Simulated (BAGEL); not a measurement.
**PBE0/def2-TZVP (density fitting with qzvpp-jkfit) run of GaAsH4 (SMILES [GaH2][AsH2])**

Aim: the energy change on altering one bond length of GaAsH4 at PBE0/def2-TZVP (density fitting with qzvpp-jkfit), from 2 runs. 

Program for the calculation: BAGEL 1.2.2.

6 further runs of the same task are left out: 3 that didn't finish, 3 set aside as unsound or not needed.

## (1) The structure to begin with

GaAsH4 has 6 atoms, charge 0, and is taken as a singlet. As SMILES, `[GaH2][AsH2]`. The shape comes from GFN2-xTB, which is rough for such elements, and wasn't checked as a minimum.

Bond lengths: Ga1–As2 2.424 Å, Ga1–H3 1.610 Å, Ga1–H4 1.609 Å, As2–H5 1.509 Å, As2–H6 1.513 Å. Angles: Ga1–As2–H5 86.7°, Ga1–As2–H6 86.8°, As2–Ga1–H3 124.5°, As2–Ga1–H4 128.6°, H5–As2–H6 89.0°, H3–Ga1–H4 106.9°.

## (2) The energy at PBE0/def2-TZVP (density fitting with qzvpp-jkfit)

File calc.json:

```json
{ "bagel" : [

{
  "title" : "molecule",
  "basis" : "def2-tzvp.json",
  "df_basis" : "qzvpp-jkfit",
  "angstrom" : true,
  "geometry" : [
    { "atom" : "Ga", "xyz" : [   -0.464760,   -0.770390,   -0.271560 ] },
    { "atom" : "As", "xyz" : [    0.369240,    1.500550,   -0.427600 ] },
    { "atom" : "H", "xyz" : [    0.116920,   -1.888760,    0.729810 ] },
    { "atom" : "H", "xyz" : [   -1.665560,   -1.457060,   -1.093730 ] },
    { "atom" : "H", "xyz" : [    1.693460,    0.952870,    0.046150 ] },
    { "atom" : "H", "xyz" : [   -0.049290,    1.662800,    1.016930 ] }
  ]
},
{
  "title" : "ks",
  "xc_func" : "pbe0",
  "charge" : 0
},
{
  "title" : "print",
  "file" : "orbitals.molden",
  "orbitals" : true
}

]}
```

The basis set def2-TZVP is read from a file made from the Basis Set Exchange's data (not shown).

On the command line:

```sh
$ BAGEL_NUM_THREADS=1 BAGEL calc.json > calc.out
```

What it wrote:

```text
* using 1 threads per process

  ===============================================================
  ===============================================================

  *** Geometry ***

  { "atom" : "Ga", "xyz" : [     -0.878269,     -1.455826,     -0.513174 ] },
  { "atom" : "As", "xyz" : [      0.697762,      2.835629,     -0.808047 ] },
  { "atom" : "H", "xyz" : [      0.220947,     -3.569239,      1.379141 ] },
  { "atom" : "H", "xyz" : [     -3.147452,     -2.753444,     -2.066850 ] },
  { "atom" : "H", "xyz" : [      3.200176,      1.800663,      0.087211 ] },
  { "atom" : "H", "xyz" : [     -0.093145,      3.142237,      1.921719 ] },

  Number of auxiliary basis functions:      604

  Since a DF basis is specified, we compute 2- and 3-index integrals:
    o Being stored without compression. Storage requirement is 0.070 GB

  Number of basis functions:      120
  Number of electrons      :       68

    * METHOD: MOLECULE                             0.41

  *** Kohn-Sham DFT ***

    * Removing 8673 points whose weight is below 1.00e-10
    * Grid points: 80763

  === Nuclear Repulsion ===
   289.2561489135

       - DIIS with orbital gradients will be used.

  === KS iteration (pbe0 / def2-tzvp.json) ===
      0      -4084.17604773          0.12649578           0.47
      1      -3872.49627414          0.62585927           0.44
      2      -4095.93244812          0.12810429           0.44
      3      -3892.53075667          0.30951010           0.44
      4      -4056.88560765          0.21316062           0.44
      5      -4157.97624366          0.10462840           0.44
      6      -4055.32909049          0.22161648           0.44
      7      -4061.66678026          0.22160232           0.44
      8      -4155.49173001          0.08422963           0.44
      9      -4160.62486068          0.03767985           0.44
     10      -4162.46996918          0.01388460           0.44
     11      -4162.56655085          0.00542081           0.44
     12      -4162.58355581          0.00225413           0.44
     13      -4162.58647425          0.00037059           0.44
     14      -4162.58658272          0.00014831           0.44
     15      -4162.58659528          0.00003118           0.44
     16      -4162.58659573          0.00001727           0.44
     17      -4162.58659589          0.00000278           0.44
     18      -4162.58659589          0.00000078           0.44
     19      -4162.58659589          0.00000048           0.44
     20      -4162.58659589          0.00000006           0.44
     21      -4162.58659589          0.00000002           0.44
     22      -4162.58659589          0.00000001           0.44
    * SCF iteration converged.

    * Permanent dipole moment:
           (   -0.091565,    -0.137363,    -0.056794) a.u.

    * METHOD: KS                                  10.46

    * METHOD: PRINT                                0.03

  ===============================================================
```

Run time: 11 s. Hardware: 1 thread of Arm Neoverse V2, shared host; peak memory 0.51 GiB.

## (3) The distorted shape, same level

File dft.json:

```json
{ "bagel": [

{
  "title": "molecule",
  "basis": "def2-tzvp.json",
  "df_basis": "qzvpp-jkfit",
  "angstrom": true,
  "geometry": [
    { "atom": "Ga", "xyz": [   -2.053794,   -0.113186,   -0.840049 ] },
    { "atom": "As", "xyz": [   -1.219794,    2.157754,   -0.996089 ] },
    { "atom": "H", "xyz": [   -1.472114,   -1.231556,    0.161321 ] },
    { "atom": "H", "xyz": [   -3.254594,   -0.799856,   -1.662219 ] },
    { "atom": "H", "xyz": [    1.693460,    0.952870,    0.046150 ] },
    { "atom": "H", "xyz": [   -1.638324,    2.320004,    0.448441 ] }
  ]
},
{ "title": "ks", "xc_func": "pbe0" },
{ "title": "print", "file": "orbitals.molden", "orbitals": true }

]}
```

The basis set def2-TZVP is read from a file made from the Basis Set Exchange's data (not shown).

On the command line:

```sh
$ BAGEL_NUM_THREADS=1 BAGEL dft.json > dft.out
```

What it wrote:

```text
* using 1 threads per process

  ===============================================================
  ===============================================================

  *** Geometry ***

  { "atom" : "Ga", "xyz" : [     -3.881108,     -0.213891,     -1.587463 ] },
  { "atom" : "As", "xyz" : [     -2.305077,      4.077564,     -1.882335 ] },
  { "atom" : "H", "xyz" : [     -2.781892,     -2.327304,      0.304853 ] },
  { "atom" : "H", "xyz" : [     -6.150291,     -1.511509,     -3.141139 ] },
  { "atom" : "H", "xyz" : [      3.200176,      1.800663,      0.087211 ] },
  { "atom" : "H", "xyz" : [     -3.095984,      4.384172,      0.847431 ] },

  Number of auxiliary basis functions:      604

  Since a DF basis is specified, we compute 2- and 3-index integrals:
    o Being stored without compression. Storage requirement is 0.070 GB

  Number of basis functions:      120
  Number of electrons      :       68

    * METHOD: MOLECULE                             0.41

  *** Kohn-Sham DFT ***

    * Removing 7867 points whose weight is below 1.00e-10
    * Grid points: 81569

  === Nuclear Repulsion ===
   280.9968199013

       - DIIS with orbital gradients will be used.

  === KS iteration (pbe0 / def2-tzvp.json) ===
      0      -4084.05439880          0.12558494           0.47
      1      -3844.51193082          0.56733548           0.44
      2      -4094.39988260          0.12420673           0.44
      3      -3950.65401115          0.37007397           0.44
      4      -4041.04164768          0.24839568           0.44
      5      -4056.40539345          0.19923967           0.44
      6      -4156.73639341          0.09506961           0.44
      7      -4064.11948958          0.19147645           0.44
      8      -4150.42308215          0.09304649           0.44
      9      -4160.11995746          0.03884935           0.44
     10      -4161.85354029          0.02094719           0.44
     11      -4162.18042904          0.01139288           0.44
     12      -4162.15023423          0.01068522           0.44
     13      -4162.42620014          0.00291599           0.44
     14      -4162.42057065          0.00345149           0.44
     15      -4162.42298145          0.00315006           0.44
     16      -4162.41903138          0.00363910           0.44
     17      -4162.42867850          0.00223398           0.44
     18      -4162.43437781          0.00021550           0.44
     19      -4162.43441204          0.00010169           0.44
     20      -4162.43442316          0.00003044           0.44
     21      -4162.43442466          0.00001195           0.44
     22      -4162.43442482          0.00000529           0.44
     23      -4162.43442485          0.00000073           0.44
     24      -4162.43442485          0.00000073           0.44
     25      -4162.43442485          0.00000036           0.44
     26      -4162.43442485          0.00000007           0.44
     27      -4162.43442485          0.00000005           0.44
     28      -4162.43442485          0.00000003           0.44
     29      -4162.43442485          0.00000001           0.44
    * SCF iteration converged.

    * Permanent dipole moment:
           (    0.711415,    -0.273154,     0.151624) a.u.

    * METHOD: KS                                  13.59

    * METHOD: PRINT                                0.03

  ===============================================================
```

Run time: 14 s. Hardware: 1 thread of Arm Neoverse V2, shared host; peak memory 0.52 GiB.

## (4) Results

Level: PBE0/def2-TZVP (density fitting with qzvpp-jkfit).

| quantity | value |
| --- | --- |
| first shape: total energy | -4162.58660 Eh |
| first shape: dipole moment | 0.44 D |
| first shape: HOMO energy | -7.41 eV |
| first shape: LUMO energy | -1.88 eV |
| first shape: HOMO–LUMO gap | 5.53 eV |
| distorted shape: total energy | -4162.43442 Eh |
| distorted shape: dipole moment | 1.97 D |
| distorted shape: HOMO energy | -6.73 eV |
| distorted shape: LUMO energy | -4.51 eV |
| distorted shape: HOMO–LUMO gap | 2.22 eV |
| energy change with the As2–H5 bond stretched from 1.509 to 3.320 Å | 4.141 eV |

In words: One bond (distorted shape) is far stretched, which a spin-restricted single reference describes badly; a broken-symmetry solution may lie lower. With the As2–H5 bond stretched from 1.509 to 3.320 Å the energy rises by 4.14 eV (95 kcal/mol). The first shape isn't relaxed at this level, so the change isn't measured from a minimum. A restricted reference can't describe the breaking bond well at this length.
